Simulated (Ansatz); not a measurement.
# B2GeH+ (triplet): wave-function methods side by side, cc-pVDZ

An exercise on one series of results from a longer session: the logs are not shown, and one member is left open.

Program: Ansatz 0.2.0, Gaussian basis. Level of theory: cc-pVDZ, core rule «outside noble gas», up to 16 orbitals frozen. These are calculated values, not measurements.

Plan: UHF; CCSD(T) on ROHF; CCSD(T) on UHF; BCCD(T) on ROHF; CISD; CCSDT(Q) on ROHF; CCSDT(Q) on UHF.

33 further runs of the same task are left out: 22 that didn't finish, 11 set aside as unsound or not needed.

## The system

The geometry is a PBE0/def2-TZVP stationary point (not a proven minimum) of the parent state, kept for this charge and spin. No spin-orbit coupling is included. The filled d shell of Ge may be among the frozen orbitals whatever the setting's name suggests; the logs give the count.

4 atoms, charge 1, spin multiplicity 3.

Atoms are counted from 1 here; the program's logs count them from 0.

Bond lengths: B1–Ge2 2.121 Å, B1–B3 1.683 Å, Ge2–B3 2.022 Å, B3–H4 1.189 Å. Angles: Ge2–B1–B3 63.0°, B1–Ge2–B3 47.9°, B1–B3–Ge2 69.2°, B1–B3–H4 135.9°, Ge2–B3–H4 150.2°.

Coordinates:

| atom | x (Å) | y (Å) | z (Å) |
| --- | --- | --- | --- |
| B1 | 0.0134 | -1.0596 | -1.3555 |
| Ge2 | 0.0042 | 0.0462 | 0.4549 |
| B3 | -0.0575 | 0.6170 | -1.4835 |
| H4 | 0.1718 | 1.4195 | -2.3301 |

Set-up of the first run:

The input, in.yaml:

```yaml
crystal:
  periodic: [false, false, false]
  atoms:
    - {symbol: B, position_ang: [0.013443, -1.059555, -1.355486]}
    - {symbol: Ge, position_ang: [0.004178, 0.046165, 0.454861]}
    - {symbol: B, position_ang: [-0.057533, 0.617024, -1.483527]}
    - {symbol: H, position_ang: [0.171821, 1.419494, -2.330052]}
basis:
  gaussian: {orbitals: cc-pVDZ}
total_charge: 1
magnetization: {spin_polarized: true, initial_magnetization: 2}
hamiltonian: {xc: hf}
output: {orbitals: {seedname: orbitals}}
```

Started as:

```console
$ ansatz run in.yaml --threads 1 --pin off --events-out ev --progress --plain --max-ram 2393MiB
```

Among the steps run: UHF; CCSD(T) on ROHF; CCSD(T) on UHF; BCCD(T) on ROHF; CISD; CCSDT(Q) on ROHF; CCSDT(Q) on UHF.

One of the session's tables, all rows but one given; the rest of the session is left out.

It belongs to the step «Misses and costs». 

```
   method  from RCCSDT(Q) (meV)
     ROHF               +6980.5
      UHF               +6415.6
     RMP2               +1509.1
     UMP2               +1886.2
     CISD               +1120.8
    RCCSD                +494.6
    UCCSD                +547.8
 RCCSD(T)                 +91.2
 UCCSD(T)                +174.0
  BCCD(T)                 +95.7
   RCCSDT                 +38.1
   UCCSDT                 +45.8
RCCSDT(Q)                     0
UCCSDT(Q)                     ?
```

Q: Estimate the row for UCCSDT(Q) from the others.

The run gave: from RCCSDT(Q) (meV): -6.9. In the column «from RCCSDT(Q) (meV)» it is the lowest.

Caveats from the session: The determinant is far from a pure spin state, so its energy mixes those of several spin states (harmless only where they are near-degenerate, as at dissociation). Restricted and unrestricted rows rest on different reference determinants; where their highest levels disagree by more than a few hundredths of an eV, they describe different states and don't form one ladder.
